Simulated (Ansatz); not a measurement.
# H₉N₃OSi₂: up Jacob's ladder to CCSD(T)

The task here is to estimate one member of a computed series from the others.

The runs use Ansatz 0.2.0, Gaussian basis; functionals in def2-TZVPP, the program's frozen cores in correlated methods.

Plan: PBE-D4, r2SCAN-D4, PBE0-D4, B3LYP-D4, ωB97X-V, ωB97M-V, B2PLYP; CCSD(T)/def2-TZVPP; MP2/def2-QZVPP; extrapolation to the limit.

## The relaxed structure

All runs share one geometry, relaxed beforehand with PBE0-D4 in a triple-zeta def2 set.

SMILES `N[SiH2]N[SiH](N)O`, 15 atoms, charge 0, spin multiplicity 1.

Atoms are counted from 1 here; the program's logs count them from 0.

Bond lengths: N1–Si2 1.713 Å, N1–H7 1.006 Å, N1–H8 1.007 Å, Si2–N3 1.719 Å, Si2–H9 1.489 Å, Si2–H10 1.492 Å, N3–Si4 1.723 Å, N3–H11 1.013 Å, Si4–N5 1.703 Å, Si4–O6 1.646 Å, Si4–H12 1.482 Å, N5–H13 1.005 Å, N5–H14 1.005 Å, O6–H15 0.959 Å. Angles: Si2–N1–H7 120.0°, Si2–N1–H8 121.8°, H7–N1–H8 111.7°, N1–Si2–N3 108.9°, N1–Si2–H9 104.1°, N1–Si2–H10 115.7°, N3–Si2–H9 115.2°, N3–Si2–H10 105.4°, H9–Si2–H10 107.8°, Si2–N3–Si4 133.7°, Si2–N3–H11 112.8°, Si4–N3–H11 112.6°, N3–Si4–N5 106.7°, N3–Si4–O6 109.0°, N3–Si4–H12 114.3°, N5–Si4–O6 114.5°, N5–Si4–H12 111.2°, O6–Si4–H12 101.3° and more.

Set-up of the first run:

Contents of in.yaml:

```yaml
crystal:
  periodic: [false, false, false]
  atoms:
    - {symbol: N, position_ang: [-0.035930, 2.741262, 0.575488]}
    - {symbol: Si, position_ang: [-0.041225, 1.476037, -0.579285]}
    - {symbol: N, position_ang: [-0.715277, 0.068169, 0.141073]}
    - {symbol: Si, position_ang: [-0.447995, -1.620601, -0.069956]}
    - {symbol: N, position_ang: [1.199027, -1.811061, -0.459345]}
    - {symbol: O, position_ang: [-0.922723, -2.411829, 1.293365]}
    - {symbol: H, position_ang: [-0.149045, 3.695472, 0.276494]}
    - {symbol: H, position_ang: [0.493554, 2.678190, 1.429413]}
    - {symbol: H, position_ang: [-0.811615, 2.034211, -1.725028]}
    - {symbol: H, position_ang: [1.297152, 1.058617, -1.089558]}
    - {symbol: H, position_ang: [-1.545164, 0.265746, 0.687677]}
    - {symbol: H, position_ang: [-1.315427, -2.253182, -1.091177]}
    - {symbol: H, position_ang: [1.544995, -2.619533, -0.946134]}
    - {symbol: H, position_ang: [1.828118, -1.029009, -0.513833]}
    - {symbol: H, position_ang: [-0.378445, -2.272499, 2.070805]}
basis:
  gaussian: {orbitals: def2-TZVPP}
hamiltonian: {xc: pbe, dispersion: d4}
output: {forces: true, orbitals: {seedname: orbitals}}
```

Command:

```bash
$ ansatz run in.yaml --threads 2 --pin off --events-out ev --progress --plain --max-ram 32768MiB --backend cuda --devices 0, --max-vram 18GiB
```

Among the steps run: PBE-D4 (GGA); r2SCAN-D4 (meta-GGA); PBE0-D4 (hybrid); B3LYP-D4 (hybrid); ωB97X-V (range-separated); ωB97M-V (range-separated); B2PLYP (double hybrid); CCSD(T) in def2-TZVPP; MP2 in def2-QZVPP.

One of the session's tables, all rows but one given; the rest of the session is left out.

| method | atomisation energy (eV) |
| --- | --- |
| PBE-D4 | 56.116 |
| r2SCAN-D4 | 55.308 |
| PBE0-D4 | 55.105 |
| B3LYP-D4 | 55.795 |
| ωB97X-V | 56.007 |
| ωB97M-V | 55.973 |
| B2PLYP | 55.043 |
| HF/def2-TZVPP | 38.639 |
| MP2/def2-TZVPP | 54.631 |
| CCSD/def2-TZVPP | 53.132 |
| CCSD(T)/def2-TZVPP | 53.913 |
| MP2/CBS | 56.568 |
| CCSD(T)/CBS | ? |

**Question.** Estimate the row for CCSD(T)/CBS.

The run gave: atomisation energy (eV): 55.850. In the column «atomisation energy (eV)» it lies between B3LYP-D4 (55.795) and ωB97M-V (55.973).
